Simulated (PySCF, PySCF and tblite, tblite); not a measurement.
# C4H8O2SSi: a path driven as rotation about a bond, and NMR exchange

Aim: the barrier and rate of rotation about a bond in C4H8O2SSi (`C=C(OC(C)=O)S[SiH3]`), and what it does to NMR lines.

Computed with tblite 0.8.0 (tight binding) and PySCF 2.14.0 (DFT, with response routines of our own); each step states its level. Atoms count from 0 throughout.

## 1. The starting structure

16 atoms, charge 0, multiplicity 1; geometry from: force field or distance geometry start.

Bonds of the start (Å): C0–C1 1.33, C0–H8 1.09, C0–H9 1.07, C1–O2 1.43, C1–S6 1.73, C3–C4 1.51, C3–O5 1.21, C4–H10 1.09, C4–H11 1.10, C4–H12 1.10, O2–C3 1.37, S6–Si7 2.14, Si7–H13 1.49, Si7–H14 1.48, Si7–H15 1.50.

## 2. GFN2-xTB relaxation, start minimum

The job: settings as JSON, then the geometry in Å.

```
{"job": {"xc": "GFN2-xTB", "basis": "xTB", "kind": "relax"}, "charge": 0, "multiplicity": 1}
C     -0.741900     1.718600    -1.423000
C     -0.749600     0.864900    -0.404000
O      0.381500     0.072300    -0.036200
C      1.625700     0.634400    -0.049900
C      2.620900    -0.435300     0.333500
O      1.925700     1.786500    -0.284200
S     -2.199700     0.641300     0.521800
Si    -2.447200    -1.481700     0.679200
H     -1.625500     2.302000    -1.672500
H      0.121200     1.878300    -2.037300
H      3.627100    -0.011600     0.297700
H      2.568900    -1.257600    -0.392200
H      2.416500    -0.794100     1.347700
H     -2.541000    -2.067100    -0.691700
H     -1.290300    -2.062700     1.387800
H     -3.699900    -1.779400     1.442300
```

Started as:

```
> OMP_NUM_THREADS=1 python ens_run.py task.json out
```

One launch serves the whole session.

What it wrote:

```text
step      E/eV     max force
  0    -700.84941    1.657
  1    -700.93966    1.567
  2    -700.97620    0.713
  3    -700.98987    0.318
  4    -700.99949    0.291
  5    -701.00855    0.374
  6    -701.01527    0.284
  7    -701.02156    0.207
  8    -701.02760    0.201
  9    -701.03265    0.201
 10    -701.03619    0.155
 11    -701.03866    0.143
 12    -701.04104    0.138
 13    -701.04323    0.153
 14    -701.04474    0.104
 15    -701.04579    0.084
 16    -701.04684    0.091
 17    -701.04817    0.119
 18    -701.04962    0.118
 19    -701.05089    0.089
 20    -701.05205    0.095
 21    -701.05339    0.110
 22    -701.05504    0.124
 23    -701.05681    0.124
 24    -701.05851    0.116
 25    -701.06027    0.135
 26    -701.06243    0.150
 27    -701.06495    0.145
 28    -701.06733    0.113
 29    -701.06940    0.123
 30    -701.07139    0.139
 31    -701.07341    0.129
 32    -701.07522    0.110
 33    -701.07652    0.098
 34    -701.07730    0.063
 35    -701.07784    0.062
 36    -701.07830    0.050
 37    -701.07872    0.051
 38    -701.07921    0.061
 39    -701.07981    0.064
 40    -701.08044    0.064
 41    -701.08100    0.054
 42    -701.08150    0.052
 43    -701.08207    0.063
 44    -701.08279    0.072
 45    -701.08362    0.070
 46    -701.08450    0.075
 47    -701.08564    0.092
 48    -701.08750    0.135
 49    -701.09062    0.203
 50    -701.09467    0.221
 51    -701.09888    0.179
 52    -701.10319    0.171
 53    -701.10657    0.175
 54    -701.10980    0.224
 55    -701.11320    0.232
 56    -701.11746    0.210
 57    -701.12274    0.187
 58    -701.12603    0.173
 59    -701.13015    0.154
 60    -701.13459    0.133
 61    -701.13441    0.235
 62    -701.13829    0.220
 63    -701.13995    0.119
 64    -701.14306    0.132
 65    -701.14622    0.187
 66    -701.14815    0.161
 67    -701.14986    0.112
 68    -701.15108    0.089
 69    -701.15206    0.104
 70    -701.15296    0.083
 71    -701.15371    0.072
 72    -701.15452    0.093
 73    -701.15553    0.120
 74    -701.15688    0.112
 75    -701.15785    0.061
 76    -701.15839    0.064
 77    -701.15897    0.073
 78    -701.15979    0.081
 79    -701.16152    0.101
 80    -701.16275    0.129
 81    -701.16435    0.121
 82    -701.16536    0.095
 83    -701.16592    0.047
 84    -701.16623    0.047
 85    -701.16644    0.044
 86    -701.16667    0.033
 87    -701.16686    0.027
 88    -701.16708    0.028
 89    -701.16723    0.022
 90    -701.16732    0.023
 91    -701.16740    0.023
 92    -701.16746    0.025
 93    -701.16752    0.018
 94    -701.16758    0.017
 95    -701.16766    0.024
 96    -701.16778    0.029
 97    -701.16791    0.028
 98    -701.16804    0.026
 99    -701.16814    0.021
100    -701.16821    0.017
101    -701.16825    0.012
102    -701.16827    0.011
103    -701.16829    0.012
104    -701.16831    0.013
105    -701.16834    0.012
106    -701.16835    0.007
107    -701.16836    0.007
108    -701.16837    0.006
109    -701.16838    0.006
110    -701.16838    0.005
111    -701.16838    0.004
112    -701.16839    0.003
113    -701.16839    0.003
114    -701.16839    0.003
```

Wall time 0.69 s (1 thread of Arm Neoverse V2, shared host).

Gain 0.319 eV; displacement 0.74 Å root mean square.

## 3. Relaxed scan, rotation

The job: settings as JSON, then the geometry in Å.

```
{"job": {"xc": "GFN2-xTB", "basis": "xTB", "coordinate": [["t", [4, 3, 2, 1], 0.5], ["t", [5, 3, 2, 1], 0.5]], "kind": "drive"}, "charge": 0, "multiplicity": 1}
C     -0.790614     2.144447    -1.302675
C     -0.922301     1.005044    -0.641193
O      0.081333     0.151963    -0.211552
C      1.403944     0.423625    -0.249643
C      2.166052    -0.749661     0.307249
O      1.890933     1.437288    -0.659018
S     -2.486310     0.333711    -0.189285
Si    -1.783954    -1.457116     0.799496
H     -1.673310     2.692649    -1.573156
H      0.166937     2.546643    -1.574148
H      3.229430    -0.533255     0.281163
H      1.951903    -1.636778    -0.284136
H      1.849215    -0.939394     1.330022
H     -1.067696    -2.280240    -0.164441
H     -0.976805    -1.072459     1.949642
H     -3.046355    -2.057522     1.200658
```

What it wrote:

```text
point  coordinate     E/eV
  0    104.500     -701.14656
  1    119.200     -701.09095
  2    134.000     -700.99835
  3    149.100     -700.90057
  4    164.400     -700.81547
  5    179.900     -700.79073
  6    195.200     -700.80515
  7    210.300     -700.84624
  8    225.400     -700.89626
  9    240.300     -700.93836
 10    255.000     -700.95927
 11    270.000     -701.00173
```

Run time: 3.6 s. Hardware: 1 thread of Arm Neoverse V2, shared host.

The highest point is number 5, 8.2 kcal/mol above the first.

## 4. Nudged elastic band, leg 1

Changed since step 3:

```diff
@@ -1,2 +1,2 @@
-{"job": {"xc": "GFN2-xTB", "basis": "xTB", "coordinate": [["t", [4, 3, 2, 1], 0.5], ["t", [5, 3, 2, 1], 0.5]], "kind": "drive"}, "charge": 0, "multiplicity": 1}
+{"job": {"xc": "GFN2-xTB", "basis": "xTB", "kind": "neb"}, "charge": 0, "multiplicity": 1}
 C     -0.790614     2.144447    -1.302675
```

What it wrote:

```text
image   E - E0 / eV
  0       0.0000
  1       0.0629
  2       0.2284
  3       0.3749
  4       0.2554
  5       0.1881
  6       0.1576
```

Run time: 3.4 s. Hardware: 1 thread of Arm Neoverse V2, shared host; peak memory 0.2 GiB.

The highest point is number 3, 8.6 kcal/mol above the first.

## 5. Saddle search, leg 1

The job: settings as JSON, then the geometry in Å.

```
{"job": {"xc": "GFN2-xTB", "basis": "xTB", "kind": "saddle"}, "charge": 0, "multiplicity": 1}
C     -0.430262     1.662527    -1.421874
C     -0.807410     0.779781    -0.507552
O     -0.011960     0.280168     0.498655
C      1.353716     0.545556     0.492343
C      2.122897    -0.481247    -0.279386
O      1.803465     1.459431     1.106297
S     -2.404439     0.062366    -0.440761
Si    -2.008731    -1.329629     1.172995
H     -1.129127     1.986170    -2.167604
H      0.554274     2.096382    -1.426547
H      3.173798    -0.212076    -0.322934
H      1.709695    -0.571588    -1.282579
H      2.010286    -1.444116     0.217612
H     -0.954283    -2.232796     0.727909
H     -1.692221    -0.585592     2.379156
H     -3.289699    -2.015337     1.254269
```

What it wrote:

```text
step      E/eV     max force
  0    -700.79348   0.0108
  1    -700.79621   0.0983
  2    -700.79462   0.0232
  3    -700.79572   0.0262
  4    -700.79670   0.0291
  5    -700.79748   0.0344
  6    -700.79833   0.0184
  7    -700.79926   0.0533
  8    -700.79874   0.0068
  9    -700.79927   0.0177
 10    -700.79973   0.0198
 11    -700.80015   0.0110
 12    -700.80062   0.0333
 13    -700.80036   0.0046
 14    -700.80062   0.0112
 15    -700.80084   0.0128
 16    -700.80103   0.0062
 17    -700.80121   0.0205
 18    -700.80111   0.0024
lowest wavenumbers (cm-1): -99.4 27.9 55.2 96.2 115.2 176.1
```

It took 6.9 s on 1 thread of Arm Neoverse V2, shared host; peak memory 0.2 GiB.

Point group C1; 1 imaginary mode, 99i cm⁻¹, carried by O2, O5, C4. Steps downhill from it reached both ends.

## 6. Shieldings, start: BHandHLYP/pcSseg-1 in dichloromethane

The job: settings as JSON, then the geometry in Å.

```
{"job": {"kind": "nmr", "xc": "BHandHLYP", "basis": "pcSseg-1", "solvent": "dichloromethane", "pop": false}, "charge": 0, "multiplicity": 1}
C     -0.790614     2.144447    -1.302675
C     -0.922301     1.005044    -0.641193
O      0.081333     0.151963    -0.211552
C      1.403944     0.423625    -0.249643
C      2.166052    -0.749661     0.307249
O      1.890933     1.437288    -0.659018
S     -2.486310     0.333711    -0.189285
Si    -1.783954    -1.457116     0.799496
H     -1.673310     2.692649    -1.573156
H      0.166937     2.546643    -1.574148
H      3.229430    -0.533255     0.281163
H      1.951903    -1.636778    -0.284136
H      1.849215    -0.939394     1.330022
H     -1.067696    -2.280240    -0.164441
H     -0.976805    -1.072459     1.949642
H     -3.046355    -2.057522     1.200658
```

What it wrote:

```text
coarse grid: 14728 points
cycle   1  E = -994.9179387847  dE =  1.364e+00  |g| = 8.832e-01  |ddm| = 3.632e+00
cycle   2  E = -994.8396482300  dE =  7.829e-02  |g| = 1.149e+00  |ddm| = 1.226e+00
cycle   3  E = -995.0761172819  dE = -2.365e-01  |g| = 1.358e-01  |ddm| = 7.374e-01
cycle   4  E = -995.0790153773  dE = -2.898e-03  |g| = 6.376e-02  |ddm| = 1.163e-01
cycle   5  E = -995.0797188409  dE = -7.035e-04  |g| = 1.168e-02  |ddm| = 4.569e-02
cycle   6  E = -995.0797510492  dE = -3.221e-05  |g| = 3.721e-03  |ddm| = 1.385e-02
cycle   7  E = -995.0797546667  dE = -3.618e-06  |g| = 1.154e-03  |ddm| = 4.826e-03
final grid: 133896 points
cycle   8  E = -995.1317678886  dE = -1.556e-05  |g| = 3.429e-03  |ddm| = 1.194e-02
cycle   9  E = -995.1317677913  dE =  9.727e-08  |g| = 3.637e-03  |ddm| = 4.264e-03
cycle  10  E = -995.1317703535  dE = -2.562e-06  |g| = 4.151e-04  |ddm| = 2.238e-03
cycle  11  E = -995.1317703853  dE = -3.171e-08  |g| = 1.216e-04  |ddm| = 3.480e-04
cycle  12  E = -995.1317703882  dE = -2.939e-09  |g| = 5.314e-05  |ddm| = 1.386e-04
cycle  13  E = -995.1317703888  dE = -5.846e-10  |g| = 1.750e-05  |ddm| = 4.702e-05
converged SCF energy = -995.1317703888

GIAO shielding tensors (ppm)
atom      isotropic    diamagn.    paramagn.     s11        s22        s33       span
  0 C       81.117     253.979    -172.861    -27.189    109.731    160.809    187.998
  1 C       27.340     255.406    -228.066    -84.203     77.321     88.901    173.104
  2 O       89.545     413.120    -323.575    -87.514    161.332    194.817    282.330
  3 C        6.250     250.017    -243.766   -108.927     61.038     66.640    175.567
  4 C      162.083     248.864     -86.780    139.437    153.653    193.159     53.722
  5 O     -113.335     404.091    -517.426   -426.875   -197.102    283.973    710.847
  6 S      581.415    1057.943    -476.528    398.511    412.778    932.957    534.446
  7 Si     414.764     877.680    -462.916    379.886    421.547    442.857     62.971
  8 H       26.612      30.146      -3.534     23.907     24.576     31.351      7.444
  9 H       25.418      32.578      -7.159     20.789     24.321     31.144     10.355
 10 H       29.776      27.570       2.206     25.285     28.054     35.990     10.705
 11 H       29.358      29.908      -0.550     25.447     28.978     33.649      8.203
 12 H       29.318      30.277      -0.959     25.185     29.366     33.403      8.218
 13 H       27.282      30.277      -2.995     24.083     25.540     32.222      8.140
 14 H       27.310      30.402      -3.092     24.066     25.651     32.214      8.148
 15 H       27.764      28.269      -0.506     24.178     25.317     33.797      9.619
```

It took 23 s on 1 thread of Arm Neoverse V2, shared host; peak memory 1.1 GiB.

Key values: HOMO -7.58 eV, LUMO 0.68 eV; dipole 3.79 D.

## 7. Shieldings, saddle of leg 1: BHandHLYP/pcSseg-1 in dichloromethane

The job: settings as JSON, then the geometry in Å.

```
{"job": {"kind": "nmr", "xc": "BHandHLYP", "basis": "pcSseg-1", "solvent": "dichloromethane", "pop": false}, "charge": 0, "multiplicity": 1}
C     -0.427395     1.618367    -1.385912
C     -0.791654     0.648761    -0.558469
O      0.012240     0.064574     0.393632
C      1.348073     0.438205     0.497212
C      2.239183    -0.390586    -0.374501
O      1.687930     1.280334     1.265576
S     -2.382009    -0.084914    -0.549091
Si    -2.112594    -1.278273     1.242004
H     -1.133655     2.006872    -2.092574
H      0.554850     2.056508    -1.357221
H      3.263315    -0.035672    -0.310046
H      1.886391    -0.354867    -1.403744
H      2.186148    -1.425803    -0.039689
H     -1.107655    -2.294616     0.960476
H     -1.783739    -0.386569     2.340176
H     -3.439430    -1.862321     1.372172
```

What it wrote:

```text
coarse grid: 14728 points
cycle   1  E = -994.9003106149  dE =  1.355e+00  |g| = 9.027e-01  |ddm| = 3.637e+00
cycle   2  E = -994.8077940011  dE =  9.252e-02  |g| = 1.204e+00  |ddm| = 1.253e+00
cycle   3  E = -995.0652508102  dE = -2.575e-01  |g| = 1.321e-01  |ddm| = 7.546e-01
cycle   4  E = -995.0680486135  dE = -2.798e-03  |g| = 6.424e-02  |ddm| = 1.179e-01
cycle   5  E = -995.0687568610  dE = -7.082e-04  |g| = 1.302e-02  |ddm| = 4.649e-02
cycle   6  E = -995.0687964228  dE = -3.956e-05  |g| = 4.267e-03  |ddm| = 1.485e-02
cycle   7  E = -995.0688012324  dE = -4.810e-06  |g| = 1.397e-03  |ddm| = 5.406e-03
final grid: 133896 points
cycle   8  E = -995.1208505850  dE = -1.532e-05  |g| = 3.862e-03  |ddm| = 1.258e-02
cycle   9  E = -995.1208500123  dE =  5.727e-07  |g| = 4.441e-03  |ddm| = 4.994e-03
cycle  10  E = -995.1208537773  dE = -3.765e-06  |g| = 4.271e-04  |ddm| = 2.693e-03
cycle  11  E = -995.1208538126  dE = -3.537e-08  |g| = 1.463e-04  |ddm| = 3.685e-04
cycle  12  E = -995.1208538165  dE = -3.905e-09  |g| = 6.727e-05  |ddm| = 1.694e-04
cycle  13  E = -995.1208538175  dE = -9.702e-10  |g| = 1.987e-05  |ddm| = 6.015e-05
converged SCF energy = -995.1208538175

GIAO shielding tensors (ppm)
atom      isotropic    diamagn.    paramagn.     s11        s22        s33       span
  0 C       93.697     256.068    -162.371     -5.589    125.119    161.562    167.151
  1 C       21.217     257.273    -236.056    -94.890     66.032     92.509    187.400
  2 O       92.760     413.998    -321.238     39.118     94.403    144.758    105.640
  3 C        1.474     247.882    -246.408   -128.130     65.500     67.052    195.183
  4 C      162.016     250.480     -88.464    141.312    152.472    192.263     50.951
  5 O     -197.209     402.011    -599.219   -547.298   -312.834    268.507    815.805
  6 S      585.938    1058.089    -472.150    389.270    443.969    924.576    535.305
  7 Si     414.792     877.675    -462.883    378.164    423.050    443.163     64.999
  8 H       27.205      30.773      -3.568     24.332     25.695     31.588      7.256
  9 H       27.473      32.416      -4.943     24.116     25.145     33.157      9.040
 10 H       29.635      27.791       1.844     25.516     27.392     35.997     10.481
 11 H       29.065      31.041      -1.976     24.991     30.016     32.188      7.197
 12 H       29.246      29.753      -0.507     25.273     28.482     33.984      8.711
 13 H       27.315      30.238      -2.924     23.323     26.274     32.347      9.024
 14 H       27.283      29.849      -2.567     23.548     25.830     32.470      8.923
 15 H       27.770      28.136      -0.366     24.253     25.246     33.810      9.556
```

It took 30 s on 1 thread of Arm Neoverse V2, shared host; peak memory 1 GiB.

In short: HOMO -7.56 eV, LUMO 0.41 eV; dipole 3.27 D.

The fields below are evaluated on a grid from the run's orbitals.

Frontier orbitals at BHandHLYP/pcSseg-1, with the share of their density that lies nearest to each atom:

| orbital | energy (eV) | lies on |
| --- | --- | --- |
| HOMO | -7.56 | S6 41 %; C0 29 %; C1 12 % |
| LUMO | 0.41 | C3 38 %; O5 25 % |

ELF in a plane through or near 6 of the atoms.

Ten even steps from '0' (0.00) to '9' (1.00):
```
0000000000000000000000000000
0000000000000000000000000000
0000000000000000000000000000
0000000000019980000000000000
0000000000049991013200000000
0000000001248950378750000000
0000000004665631578961000000
0000000001457967487650000000
0000000000003657612720010000
0000000036400231379737997000
0000000148830562032049999200
0000017871240261285039999200
0000029983783000899937995000
0000005757998000999931110000
0000000006998000899710000000
0000000000110000001000000000
0000000000000000000000000000
0000000000000000000000000000
0000000000000000000000000000
0000000000000000000000000000
```
The map spans 13.4 Å across and 11.4 Å up, centred on the molecule. Atoms in the plane (x, y in Å): C4 (-2.0, -1.1), S6 (2.0, 1.3), H8 (-0.3, 3.1), H12 (-1.5, -2.0), H13 (2.0, -1.6), H15 (4.1, -0.5).

On the surface of density 0.002 e/bohr³ the electrostatic potential runs, from the 1st to the 99th percentile, from -1.68 V near O5 to 1.48 V near H13.

## 8. Shieldings, end: BHandHLYP/pcSseg-1 in dichloromethane

The job: settings as JSON, then the geometry in Å.

```
{"job": {"kind": "nmr", "xc": "BHandHLYP", "basis": "pcSseg-1", "solvent": "dichloromethane", "pop": false}, "charge": 0, "multiplicity": 1}
C     -0.374434     1.703992    -1.472038
C     -0.597334     0.725609    -0.606681
O      0.090537     0.596021     0.583967
C      1.333701     0.048898     0.649316
C      1.937517    -0.409833    -0.648514
O      1.853387    -0.047877     1.721738
S     -1.837786    -0.505058    -0.812825
Si    -1.985886    -1.087966     1.280553
H     -0.975437     1.791578    -2.355966
H      0.393842     2.437546    -1.301300
H      2.188691     0.450625    -1.265563
H      1.228853    -1.026773    -1.199060
H      2.840333    -0.974497    -0.435005
H     -0.776600    -1.821577     1.623974
H     -2.206286     0.131851     2.036650
H     -3.152544    -1.954630     1.220880
```

What it wrote:

```text
coarse grid: 14728 points
cycle   1  E = -994.9054764574  dE =  1.357e+00  |g| = 9.111e-01  |ddm| = 3.643e+00
cycle   2  E = -994.8021238726  dE =  1.034e-01  |g| = 1.227e+00  |ddm| = 1.321e+00
cycle   3  E = -995.0714602499  dE = -2.693e-01  |g| = 1.350e-01  |ddm| = 8.136e-01
cycle   4  E = -995.0743662861  dE = -2.906e-03  |g| = 6.693e-02  |ddm| = 1.245e-01
cycle   5  E = -995.0751225347  dE = -7.562e-04  |g| = 1.274e-02  |ddm| = 4.754e-02
cycle   6  E = -995.0751618855  dE = -3.935e-05  |g| = 4.066e-03  |ddm| = 1.525e-02
cycle   7  E = -995.0751663348  dE = -4.449e-06  |g| = 1.135e-03  |ddm| = 5.412e-03
final grid: 133896 points
cycle   8  E = -995.1274645552  dE = -1.607e-05  |g| = 3.607e-03  |ddm| = 1.310e-02
cycle   9  E = -995.1274643729  dE =  1.823e-07  |g| = 3.916e-03  |ddm| = 4.830e-03
cycle  10  E = -995.1274673312  dE = -2.958e-06  |g| = 4.500e-04  |ddm| = 2.487e-03
cycle  11  E = -995.1274673669  dE = -3.570e-08  |g| = 1.537e-04  |ddm| = 3.652e-04
cycle  12  E = -995.1274673713  dE = -4.391e-09  |g| = 6.643e-05  |ddm| = 1.762e-04
cycle  13  E = -995.1274673723  dE = -9.804e-10  |g| = 1.970e-05  |ddm| = 6.389e-05
converged SCF energy = -995.1274673723

GIAO shielding tensors (ppm)
atom      isotropic    diamagn.    paramagn.     s11        s22        s33       span
  0 C       70.266     253.433    -183.167    -45.516    101.903    154.411    199.928
  1 C       23.571     259.962    -236.391    -94.636     73.790     91.559    186.195
  2 O       62.388     409.944    -347.556    -99.604    121.804    164.963    264.567
  3 C        5.059     248.223    -243.164   -108.410     53.192     70.394    178.805
  4 C      163.835     252.432     -88.597    147.563    158.712    185.230     37.667
  5 O     -115.755     402.021    -517.776   -429.942   -196.618    279.295    709.237
  6 S      567.938    1058.792    -490.854    368.928    429.300    905.586    536.658
  7 Si     412.112     877.815    -465.703    380.557    419.259    436.520     55.963
  8 H       26.216      30.523      -4.307     23.042     24.453     31.153      8.110
  9 H       26.318      31.210      -4.892     21.578     25.146     32.231     10.652
 10 H       28.981      30.054      -1.072     24.120     29.148     33.676      9.556
 11 H       29.482      31.740      -2.258     24.574     30.835     33.035      8.461
 12 H       29.657      28.223       1.434     25.443     27.736     35.793     10.350
 13 H       27.551      30.365      -2.815     23.440     27.313     31.899      8.459
 14 H       27.268      29.501      -2.234     23.833     25.375     32.594      8.760
 15 H       27.731      28.433      -0.702     24.085     25.251     33.856      9.770
```

It took 23 s on 1 thread of Arm Neoverse V2, shared host; peak memory 1 GiB.

In short: HOMO -7.75 eV, LUMO 0.82 eV; dipole 2.94 D.

(Part 1 of 2 ends here.)
